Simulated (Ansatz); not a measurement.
**GeN− (quintet): wave-function methods side by side, aug-cc-pVDZ**

Aim: climb from Hartree-Fock through coupled cluster and multireference methods for GeN− (quintet) at one geometry and basis, and see what each rung misses.

The runs use Ansatz 0.2.0, Gaussian basis; aug-cc-pVDZ, core rule «outside noble gas», up to 15 orbitals frozen.

To be run: UHF; CCSD(T) on ROHF; CCSD(T) on UHF; BCCD(T) on ROHF; CISD as a restricted active space (open shells left free, so some higher excitations enter); CCSDT(Q) on ROHF; CCSDT(Q) on UHF; CASSCF and MRCISD+Q, 10 electrons in 8 orbitals; CASSCF and NEVPT2, 10 electrons in 8 orbitals.

11 further runs of the same task are left out: 2 that didn't finish, 9 set aside as unsound or not needed. Runs told in other sessions of the task aren't counted.

**1. The geometry**

The geometry is a PBE0/def2-TZVPD stationary point (not a proven minimum) of the parent state, kept for this charge and spin. No spin-orbit coupling is included. The filled d shell of Ge may be among the frozen orbitals whatever the setting's name suggests.

2 atoms, charge -1, spin multiplicity 5.

Atoms are counted from 1 here; the program's logs count them from 0.

Bond lengths: Ge1–N2 1.821 Å.

**2. UHF**

in.yaml reads:

```yaml
crystal:
  periodic: [false, false, false]
  atoms:
    - {symbol: Ge, position_ang: [0.000000, 0.000000, 0.000000]}
    - {symbol: N, position_ang: [0.000000, 0.000000, 1.821500]}
basis:
  gaussian: {orbitals: aug-cc-pVDZ}
total_charge: -1
magnetization: {spin_polarized: true, initial_magnetization: 4}
hamiltonian: {xc: hf}
output: {orbitals: {seedname: orbitals}}
```

Command:

```console
$ ansatz run in.yaml --threads 1 --pin off --events-out ev --progress --plain --max-ram 2393MiB
```

Further steps of the session: CCSD(T) on ROHF; CCSD(T) on UHF; BCCD(T) on ROHF; CISD as a restricted active space (open shells left free, so some higher excitations enter); CCSDT(Q) on ROHF; CCSDT(Q) on UHF; CASSCF and MRCISD+Q, 10 electrons in 8 orbitals; CASSCF and NEVPT2, 10 electrons in 8 orbitals.

**Question.** What will the summary of the whole plan be? Wanted: UCCSDT(Q) from the RHF energy; RMP2 from UCCSDT(Q); UMP2 from UCCSDT(Q); RCCSD from UCCSDT(Q); RCCSD(T) from UCCSDT(Q); UCCSD(T) from UCCSDT(Q); RCCSDT(Q) from UCCSDT(Q); NEVPT2 valence from UCCSDT(Q); MRCISD+Q valence from UCCSDT(Q).

As calculated:

| quantity | value |
| --- | --- |
| UCCSDT(Q) from the ROHF energy | -5.7741 eV |
| RMP2 from UCCSDT(Q) | +1052.0 meV |
| UMP2 from UCCSDT(Q) | +1076.2 meV |
| RCCSD from UCCSDT(Q) | +214.9 meV |
| RCCSD(T) from UCCSDT(Q) | +51.2 meV |
| UCCSD(T) from UCCSDT(Q) | +45.6 meV |
| RCCSDT(Q) from UCCSDT(Q) | +7.3 meV |
| NEVPT2 valence from UCCSDT(Q) | +1182.8 meV |
| MRCISD+Q valence from UCCSDT(Q) | +60.1 meV |
| levels within 1 kcal/mol (43 meV) | RCCSDT, UCCSDT, RCCSDT(Q) |
| T1 diagnostic | 0.025 |
| effectively unpaired electrons | 4.01 |

In words: RCCSD(T) misses by +51.2 meV, 0.9 % of the correlation energy. One determinant dominates. Of the multireference levels listed MRCISD+Q valence comes nearest in total energy (+60.1 meV), which doesn't show that its space is the better one. These misses are within one basis, not against nature; the frozen cores of restricted and unrestricted runs differ, which can shift their rows.
